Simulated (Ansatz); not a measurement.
# CH5Ge: the cost of one run

All numbers are computed with Ansatz 0.2.0, driven from Python. Level of theory: MP2/def2-TZVP.

### 1 The structure

Bond lengths: C1–Ge2 1.978 Å, C1–H3 1.183 Å, C1–H4 1.086 Å, Ge2–H5 1.560 Å, Ge2–H6 1.556 Å, Ge2–H7 1.581 Å. Angles: C1–Ge2–H5 110.3°, C1–Ge2–H6 110.6°, C1–Ge2–H7 107.7°, H5–Ge2–H6 109.8°, H5–Ge2–H7 109.4°, H6–Ge2–H7 109.0°, Ge2–C1–H3 104.8°, Ge2–C1–H4 107.7°, H3–C1–H4 114.3°.

No structure file is read: the coordinates are typed or built in the script.

### 2 The script

Input file ch5ge_tae.py:

```python
"""Atomisation energy of CH5Ge at the given geometry."""

from collections import Counter

import ansatz as az


def single_point(molecule, charge=0, unpaired=0):
    calc = (
        molecule.calculation()
        .basis(gaussian="def2-TZVP")
        .correlation("MP2")
    )
    if charge:
        calc = calc.charge(charge)
    if unpaired:
        calc = calc.spin("collinear", total=unpaired)
    report = calc.run().report
    if report["published_state_doubts"]:
        print("  doubts:", report["published_state_doubts"])
    return report["free_energy_ev"]

GEOMETRY = """
C    -0.08780   -1.27360   -0.11790
Ge    0.18150    0.68620   -0.13570
H    -1.26180   -1.41800   -0.14510
H     0.39020   -1.66540    0.77540
H    -0.44580    1.30750   -1.42150
H    -0.45390    1.33710    1.12660
H     1.73890    0.95820   -0.12740
"""

mol = az.Crystal.molecule()
for line in GEOMETRY.strip().splitlines():
    symbol, *xyz = line.split()
    mol = mol.atom(symbol, [float(v) for v in xyz])

# unpaired electrons of the ground-state atoms
unpaired = {"C": 2, "Ge": 2, "H": 1}
counts = Counter(site.symbol for site in mol.cartesian_sites)
atom_energy = {s: single_point(az.Crystal.molecule().atom(s, (0, 0, 0)), 0, unpaired[s]) for s in counts}
whole = single_point(mol, 0, 1)
for s, e in atom_energy.items():
    print(f"{s:2s} x{counts[s]}  {e:14.5f} eV")
print(f"CH5Ge: {whole:.5f} eV")
split = sum(counts[s] * e for s, e in atom_energy.items()) - whole
print(f"atomisation energy (no zero-point term): {split:.3f} eV, {split / sum(counts.values()):.3f} eV an atom")
```

### 3 The input behind the calls

The engine receives this input (first run):

```yaml
crystal:
  periodic: [false, false, false]
  atoms:
    - { symbol: C, position_ang: [0.0, 0.0, 0.0] }
basis:
  gaussian:
    orbitals: def2-TZVP
magnetization:
  spin_polarized: true
  initial_magnetization: 2.0
correlation:
  method: mp2
```

### 4 Running it

Run with:

```console
python ch5ge_tae.py
```

What time and memory should one allow on 1 thread of Arm Neoverse V2, shared host?

About 2.6 s, with a peak of 0.26 GiB.
